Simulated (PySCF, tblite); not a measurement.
**C₄H₁₅BN₂Si₂: geometry, infrared bands and NMR shifts**

Aim: predict the infrared bands and NMR shifts of C₄H₁₅BN₂Si₂ (`CB(C)N1[SiH2]CN[Si@@H]1C`).

The runs use tblite 0.8.0 and PySCF 2.14.0, with density-fitted response routines of our own; the level of theory stands in each step. All values are computed, except where a source is named. Atoms count from 0, in the outputs and in this text.

### Step 1. The starting structure

24 atoms, charge 0, multiplicity 1; geometry from: force field or distance geometry start.

Bonds of the start (Å): C0–B1 1.60, B1–C2 1.60, B1–N3 1.50, N3–Si4 1.82, Si4–C5 1.85, C5–N6 1.44, N6–Si7 1.82, Si7–C8 1.84, Si7–N3 1.79, C0–H9 1.10, C0–H10 1.10, C0–H11 1.12, C2–H12 1.09, C2–H13 1.10, C2–H14 1.10, Si4–H15 1.44, Si4–H16 1.48, C5–H17 1.12, C5–H18 1.11, N6–H19 1.05, Si7–H20 1.46, C8–H21 1.11, C8–H22 1.09, C8–H23 1.14.

### Step 2. Geometry optimisation with GFN2-xTB

Job settings and geometry (Å):

```
{"job": {"kind": "relax", "xc": "GFN2-xTB", "basis": "xTB"}, "charge": 0, "multiplicity": 1}
C      2.201000     1.314200    -0.073800
B      1.447400    -0.081400    -0.273300
C      2.409700    -1.361300    -0.217300
N      0.049600    -0.103000    -0.810200
Si    -0.631400    -1.790600    -0.779500
C     -2.388400    -1.485800    -0.273000
N     -2.648700    -0.074400    -0.396500
Si    -1.140200     0.686500     0.276500
C     -1.174200     2.519300     0.132100
H      2.949400     1.432900    -0.865700
H      1.510000     2.160100     0.017600
H      2.767600     1.181200     0.887100
H      3.381100    -1.013200    -0.580500
H      2.087200    -2.180600    -0.873100
H      2.500100    -1.619400     0.845900
H     -0.507800    -2.465800    -2.047700
H      0.079300    -2.489000     0.310600
H     -3.053100    -2.109800    -0.921500
H     -2.576200    -1.769800     0.779800
H     -2.661700     0.221500    -1.399500
H     -0.958400     0.303900     1.673600
H     -0.558200     2.927300     0.966700
H     -0.870700     2.903000    -0.846700
H     -2.225100     2.913900     0.309500
```

Started as:

```bash
OMP_NUM_THREADS=1 python probes_run.py task.json out
```

This one command runs all jobs of the session in turn.

**Question.** This job is followed by: GFN2-xTB harmonic vibrations, gas phase; GIAO PBE0/pcSseg-1 NMR shielding, non-relativistic, gas phase. Predict these results of the whole session: strongest single infrared mode (GFN2-xTB); zero-point energy (GFN2-xTB); ¹³C shifts against TMS (PBE0/pcSseg-1, means over atoms taken as alike); ¹H shifts against TMS (PBE0/pcSseg-1, means over atoms taken as alike); ¹¹B shifts against BF3·OEt2 (PBE0/pcSseg-1); ¹⁵N shifts against NH3 (PBE0/pcSseg-1); ²⁹Si shifts against TMS (PBE0/pcSseg-1).

The runs gave:

```
                                                               quantity                                               value
                              strongest single infrared mode (GFN2-xTB)                               1324 cm⁻¹, 628 km/mol
                                           zero-point energy (GFN2-xTB)                                      118.6 kcal/mol
¹³C shifts against TMS (PBE0/pcSseg-1, means over atoms taken as alike)                                 28.6, 10.5, 3.2 ppm
 ¹H shifts against TMS (PBE0/pcSseg-1, means over atoms taken as alike)  5.61, 5.04, 4.91, 2.99, 2.92, 0.61, 0.16, 0.13 ppm
                            ¹¹B shifts against BF3·OEt2 (PBE0/pcSseg-1)                                            53.9 ppm
                                 ¹⁵N shifts against NH3 (PBE0/pcSseg-1)                                     113.2, 25.8 ppm
                                ²⁹Si shifts against TMS (PBE0/pcSseg-1)                                     -7.0, -31.9 ppm
```

**Reading.** Relaxing lowered the energy by 1.657 eV in 222 steps; the close pair that moved most is N6–Si7, from 1.819 to 1.713 Å. All 66 modes are real, so the xTB geometry is a minimum. The strongest single mode, at 1324 cm⁻¹, moves mainly B1 and N3. GFN2-xTB is a fitted tight-binding method: band positions and strengths are rough. Its intensities can rank the bands wrongly. At PBE0/pcSseg-1: The widest tensor belongs to N3: span 169 ppm, with a paramagnetic part of -180 ppm.
